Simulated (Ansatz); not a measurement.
# BeCd2Se3: the cost of one run

Method: DFT PBE, scalar-relativistic, plane waves, PAW, in Ansatz 0.2.0.

1 further run of the same task is left out (it didn't finish).

## 1. The system as given

The structure is trigonal, space group P-3m1 (No. 164). The conventional cell has a = 4.818 Å, b = 4.818 Å, c = 7.764 Å, α = 90.00°, β = 90.00°, γ = 120.00°. Be (site symmetry -3m) is surrounded by 6 Cd at 3.43 Å and 8 Se at 3.88 to 3.93 Å. Cd (site symmetry 3m) has 7 Se at 2.88 to 3.35 Å as nearest neighbours. Se (site symmetry -3m) is surrounded by 6 Se at 2.99 Å and 6 Cd at 3.35 Å and 2 Be at 3.88 Å. Se (site symmetry 3m) has 4 Cd at 2.88 to 2.98 Å and 3 Se at 2.99 Å and 3 Be at 3.93 Å as nearest neighbours.

As a file:

```
Be Cd Se
1.0
     4.81777    0.00000    0.00000
    -2.40889    4.17231    0.00000
     0.00000    0.00000    7.76365
Be Cd Se
1 2 3
Direct
  0.00000 0.00000 0.00000
  0.33333 0.66667 0.25864
  0.66667 0.33333 0.74136
  0.00000 0.00000 0.50000
  0.66667 0.33333 0.35706
  0.33333 0.66667 0.64294
```

Recipe of the guess: species swapped into a database cell of Li3LaSb2 (P-3m1, No. 164), with Se on the Li sites, Be on the La sites and Cd on the Sb sites. Lengths come from tabulated atomic sizes and are only a guess.

## 2. The guess as it stands, on a coarse mesh

input.yaml reads:

```yaml
crystal:
  lattice:
    - [4.81777066, 0.0, 0.0]
    - [-2.40888533, 4.17231178, 0.0]
    - [0.0, 0.0, 7.76365043]
  atoms:
    - { symbol: Be, position: [0.0, 0.0, 0.0] }
    - { symbol: Cd, position: [0.33333333, 0.66666667, 0.25864127] }
    - { symbol: Cd, position: [0.66666667, 0.33333333, 0.74135873] }
    - { symbol: Se, position: [0.0, 0.0, 0.5] }
    - { symbol: Se, position: [0.66666667, 0.33333333, 0.35705647] }
    - { symbol: Se, position: [0.33333333, 0.66666667, 0.64294353] }
basis:
  ecutwfc: 420
kpoints:
  mp_grid: { grid: [6, 6, 2] }
hamiltonian:
  xc: pbe
scf:
  occupations: { method: gaussian, width: 0.1 }
  lower_state_search: "off"
output:
  forces: true
  stress: true
  eigenvalues: true
```

Command:

```sh
> ansatz run input.yaml --threads 1 --pin off --max-ram 2560MiB --backend cpu --events-out ev --progress --plain --runs-dir out
```

Q: Estimate wall time and peak memory on 1 thread of Intel Xeon 6975P-C (Granite Rapids), shared host.

About 3 s, with a peak of 0.47 GiB.
